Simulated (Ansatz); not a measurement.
# YIr2: the cost of one run

Program: Ansatz 0.2.0. Level of theory: reference: DFT r2SCAN, plane waves, PAW, scalar-relativistic, no spin polarisation. These are calculated values, not measurements.

## (1) The starting structure

Symmetry: Fd-3m, No. 227, cubic system. The conventional cell has a = 7.465 Å, b = 7.465 Å, c = 7.465 Å, α = 90.00°, β = 90.00°, γ = 90.00°. Y (site symmetry -43m) has 12 Ir at 3.09 Å and 4 Y at 3.23 Å as nearest neighbours. Around Ir (site symmetry -3m) lie 6 Ir at 2.64 Å.

Structure file:

```cif
data_structure
_symmetry_space_group_name_H-M 'P 1'
_symmetry_Int_Tables_number 1
_cell_length_a 5.2786
_cell_length_b 5.2786
_cell_length_c 5.2786
_cell_angle_alpha 60.000
_cell_angle_beta 60.000
_cell_angle_gamma 60.000
_cell_volume 104.00
loop_
_atom_site_label
_atom_site_type_symbol
_atom_site_fract_x
_atom_site_fract_y
_atom_site_fract_z
_atom_site_occupancy
Y1 Y 0.00000 0.00000 0.00000 1
Y2 Y 0.25000 0.25000 0.25000 1
Ir1 Ir 0.62500 0.62500 0.62500 1
Ir2 Ir 0.12500 0.62500 0.62500 1
Ir3 Ir 0.62500 0.62500 0.12500 1
Ir4 Ir 0.62500 0.12500 0.62500 1
```

## (2) Reference

input.yaml reads:

```yaml
crystal:
  lattice:
    - [0.0, 3.73252223, 3.73252223]
    - [3.73252223, 0.0, 3.73252223]
    - [3.73252223, 3.73252223, 0.0]
  atoms:
    - { symbol: "Y", position: [0.0, 0.0, 0.0] }
    - { symbol: "Y", position: [0.25, 0.25, 0.25] }
    - { symbol: Ir, position: [0.625, 0.625, 0.625] }
    - { symbol: Ir, position: [0.125, 0.625, 0.625] }
    - { symbol: Ir, position: [0.625, 0.625, 0.125] }
    - { symbol: Ir, position: [0.625, 0.125, 0.625] }
  symmetry: { tolerance: 0.0003 }
kpoints:
  mp_grid: { grid: [4, 4, 4], shift: [0, 0, 0] }
magnetization:
  spin_polarized: false
scf:
  occupations: { method: fermi_dirac }
hamiltonian:
  pseudopotentials: { kind: paw }
  xc: r2scan
basis:
  ecutwfc: 500
output:
  forces: true
  stress: true
  eigenvalues: true
relax:
  max_steps: 40
  cell: {}
```

Started as:

```
ansatz run input.yaml --threads 1 --pin off --max-ram 2560MiB --backend cpu --events-out ev --progress --plain --runs-dir out
```

**Question.** How long does this run take on 1 thread of Arm Neoverse V2, shared host, and how much memory does it need?

About 33 s, with a peak of 0.66 GiB.
